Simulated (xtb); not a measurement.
# Al2H6S2 ((H2Al-mu-SH)2) at 4 levels

Wanted: a comparison of 4 runs (GFN-FF, GFN2-xTB, GFN0-xTB, GFN1-xTB) of Al2H6S2 ((H2Al-mu-SH)2). 

The results are computed with xtb 6.7.1.

2 further runs of the same task are left out: 2 set aside as unsound or not needed.

## Step 1: Starting point

The species is Al2H6S2 (10 atoms), meant as a singlet with charge 0. The shape comes from GFN2-xTB, which is rough for such elements, and wasn't checked as a minimum.

Bond lengths: Al1–S4 2.374 Å, S4–Al5 2.373 Å, Al1–S8 2.373 Å, Al5–S8 2.373 Å, Al1–H2 1.545 Å, Al1–H3 1.535 Å, Al5–H6 1.545 Å, Al5–H7 1.535 Å, S4–H9 1.343 Å, S8–H10 1.343 Å. Some angles: Al1–S4–Al5 83.9°, S4–Al1–S8 95.9°, S4–Al5–S8 95.9°, Al1–S8–Al5 83.9°, Al1–S4–H9 89.9°, Al5–S4–H9 89.9°, H2–Al1–S4 104.6°, H2–Al1–S8 104.7°, H3–Al1–S4 108.9°, H3–Al1–S8 109.0°.

## Step 2: Energy and forces at GFN-FF (run 1)

The input, coord:

```
$coord
     -1.043431176973     -2.265006835715      1.763190063321  al
     -3.835728293243     -1.586236109011      2.275079075959  h
      0.468727667952     -4.559134351011      2.693936871483  h
      1.230929803059      1.473759610073      2.749249155151  s
      2.000218411133      1.598084691812     -1.667286462496  al
      0.494692504905      3.912753530083     -2.613264463222  h
      4.772673403094      0.904706382165     -2.165172604551  h
     -0.588441817947     -1.920226304277     -2.684771699778  s
     -0.880876935733      2.842337064050      2.416657357216  h
     -2.618763566245     -0.401018780907     -2.767617293082  h
$end
```

Launch:

```sh
$ xtb coord --gfnff --grad | tee out.txt
```

Log:

```text
* xtb version 6.7.1
[...]
         ::                     SUMMARY                     ::
         :::::::::::::::::::::::::::::::::::::::::::::::::::::
         :: total energy              -0.738612347447 Eh    ::
         :: gradient norm              0.073888677414 Eh/a0 ::
         ::.................................................::
         :: bond energy               -0.754820627888 Eh    ::
         :: angle energy               0.001754421581 Eh    ::
         :: torsion energy             0.001335349927 Eh    ::
         :: repulsion energy           0.030008290740 Eh    ::
         :: electrostat energy        -0.010642133739 Eh    ::
         :: dispersion energy         -0.006173243419 Eh    ::
         :: HB energy                 -0.000000036199 Eh    ::
         :: XB energy                  0.000000000000 Eh    ::
         :: bonded atm energy         -0.000074368450 Eh    ::
         :: external energy            0.000000000000 Eh    ::
         :: add. restraining           0.000000000000 Eh    ::
         :: total charge               0.000000000000 e     ::
[...]
molecular dipole:
                 x           y           z       tot (Debye)
 q only:       -0.156       0.109      -0.016       0.485
           -------------------------------------------------
          | TOTAL ENERGY               -0.738612347447 Eh   |
          | GRADIENT NORM               0.073888677414 Eh/α |
           -------------------------------------------------
########################################################################
[WARNING] Runtime exception occurred
-1- gfnff_setup: Could not read topology file.
########################################################################
[...]
```

Standard error:

```text
normal termination of xtb
```

It took 0.013 s on 1 thread of Arm Neoverse V1, shared host.

## Step 3: Energy and gradient at GFN2-xTB (run 2)

coord is that of step 2.

Launch:

```sh
$ xtb coord -u 0 --json --grad -P 1 > run.log 2> xtb.err
```

Log:

```text
* xtb version 6.7.1
[...]
          :  # basis functions                  46          :
[...]
          :  # electrons                        24          :
[...]
          :  Hamiltonian                  GFN2-xTB          :
[...]
          :  net charge                          0          :
          :  unpaired electrons                  0          :
[...]
   *** convergence criteria satisfied after 12 iterations ***
[...]
         ::                     SUMMARY                     ::
         :::::::::::::::::::::::::::::::::::::::::::::::::::::
         :: total energy             -11.796855811144 Eh    ::
         :: gradient norm              0.000317928235 Eh/a0 ::
         :: HOMO-LUMO gap              4.949390161886 eV    ::
         ::.................................................::
         :: SCC energy               -11.854482808953 Eh    ::
         :: -> isotropic ES            0.069017566572 Eh    ::
         :: -> anisotropic ES          0.005162261050 Eh    ::
         :: -> anisotropic XC         -0.006103959633 Eh    ::
         :: -> dispersion             -0.009152133250 Eh    ::
         :: repulsion energy           0.057626997809 Eh    ::
         :: add. restraining           0.000000000000 Eh    ::
         :: total charge               0.000000000000 e     ::
         :::::::::::::::::::::::::::::::::::::::::::::::::::::
[...]
        12        2.0000           -0.4228713             -11.5069 (HOMO)
        13                         -0.2409846              -6.5575 (LUMO)
[...]
     #   Z          covCN         q      C6AA      α(0)
     1  13          3.679     0.417    92.302    19.577
     2   1          0.882    -0.186     9.842     4.911
     3   1          0.884    -0.150     7.711     4.347
     4  16          2.555    -0.287   153.454    20.849
     5  13          3.679     0.417    92.300    19.577
     6   1          0.882    -0.186     9.849     4.913
     7   1          0.884    -0.150     7.701     4.344
     8  16          2.555    -0.287   153.460    20.850
     9   1          0.922     0.206     1.071     1.619
    10   1          0.922     0.206     1.071     1.618
[...]
molecular dipole:
                 x           y           z       tot (Debye)
 q only:       -0.668       0.467      -0.067
   full:       -0.642       0.449      -0.065       1.997
molecular quadrupole (traceless):
[...]
          | TOTAL ENERGY              -11.796855811144 Eh   |
          | GRADIENT NORM               0.000317928235 Eh/α |
          | HOMO-LUMO GAP               4.949390161886 eV   |
           -------------------------------------------------
[...]
```

Standard error:

```text
normal termination of xtb
```

It took 0.03 s on 1 thread of Arm Neoverse V1, shared host.

Run 3 isn't shown in full; the table further down has it.

## Step 4: Energy and forces at GFN1-xTB (run 4)

The input, xcontrol:

```
$chrg 0
$spin 0
$end
```

coord is that of step 3.

Launch:

```sh
$ xtb coord --gfn1 --json --grad --input xcontrol > out.txt 2> xtb.err
```

Log:

```text
* xtb version 6.7.1
[...]
          :  # basis functions                  52          :
[...]
          :  # electrons                        24          :
[...]
          :  Hamiltonian                  GFN1-xTB          :
[...]
          :  net charge                          0          :
          :  unpaired electrons                  0          :
[...]
   *** convergence criteria satisfied after 9 iterations ***
[...]
         ::                     SUMMARY                     ::
         :::::::::::::::::::::::::::::::::::::::::::::::::::::
         :: total energy             -13.337384280321 Eh    ::
         :: gradient norm              0.027087446406 Eh/a0 ::
         :: HOMO-LUMO gap              6.190729713011 eV    ::
         ::.................................................::
         :: SCC energy               -13.381136051389 Eh    ::
         :: -> electrostatic           0.016185445579 Eh    ::
         :: repulsion energy           0.048388932714 Eh    ::
         :: dispersion energy         -0.004637161646 Eh    ::
         :: halogen bond corr.         0.000000000000 Eh    ::
         :: add. restraining           0.000000000000 Eh    ::
         :: total charge              -0.000000000000 e     ::
         :::::::::::::::::::::::::::::::::::::::::::::::::::::
[...]
        12        2.0000           -0.4172547             -11.3541 (HOMO)
        13                         -0.1897495              -5.1633 (LUMO)
[...]
     #   Z sym  total        # sym  WBO       # sym  WBO       # sym  WBO
 ---------------------------------------------------------------------------
     1  13      3.297 --     3      0.865     2      0.861     8      0.670
                             4      0.669     5      0.145
     2   1      0.979 --     1      0.861
     3   1      0.983 --     1      0.865
     4  16      2.385 --     9      0.908     5      0.670     1      0.669
     5  13      3.297 --     7      0.865     6      0.861     4      0.670
                             8      0.669     1      0.145
     6   1      0.979 --     5      0.861
     7   1      0.983 --     5      0.865
     8  16      2.385 --    10      0.908     1      0.670     5      0.669
     9   1      0.986 --     4      0.908
    10   1      0.986 --     8      0.908
 ---------------------------------------------------------------------------
[...]
          | TOTAL ENERGY              -13.337384280321 Eh   |
          | GRADIENT NORM               0.027087446406 Eh/α |
          | HOMO-LUMO GAP               6.190729713011 eV   |
           -------------------------------------------------
[...]
```

Standard error:

```text
normal termination of xtb
```

Wall time 0.03 s (1 thread of Arm Neoverse V1, shared host).

## Step 5: Overview of the runs

```
run     level  energy (Eh)  dipole moment (D)  dispersion energy (kJ/mol)  largest force (eV/Å)  wall time
  1    GFN-FF    -0.738612               0.48                      -16.21                 1.957    0.013 s
  2  GFN2-xTB   -11.796856               2.00                      -24.03                 0.010     0.03 s
  3  GFN0-xTB   -12.768677               2.52                       -8.19                 1.058    0.026 s
  4  GFN1-xTB   -13.337384               1.90                      -12.17                 0.662     0.03 s
```

## Step 6: What came out

```
                       quantity          value
            run 4: total energy   -13.33738 Eh
           run 4: dipole moment         1.90 D
             run 4: HOMO energy      -11.35 eV
             run 4: LUMO energy       -5.16 eV
           run 4: HOMO–LUMO gap        6.19 eV
       run 4: dispersion energy  -12.17 kJ/mol
run 4: largest force on an atom     0.662 eV/Å
```

The dipole moment (its size) runs from 0.48 D (GFN-FF) to 2.52 D (GFN0-xTB). Over runs 2, 3, 4 the HOMO–LUMO gap runs from 4.95 eV (GFN2-xTB) to 6.19 eV (GFN1-xTB). Force-field and semi-empirical energies have zeros of their own, so their totals don't compare. All runs together took 0.099 s, the longest 0.03 s.
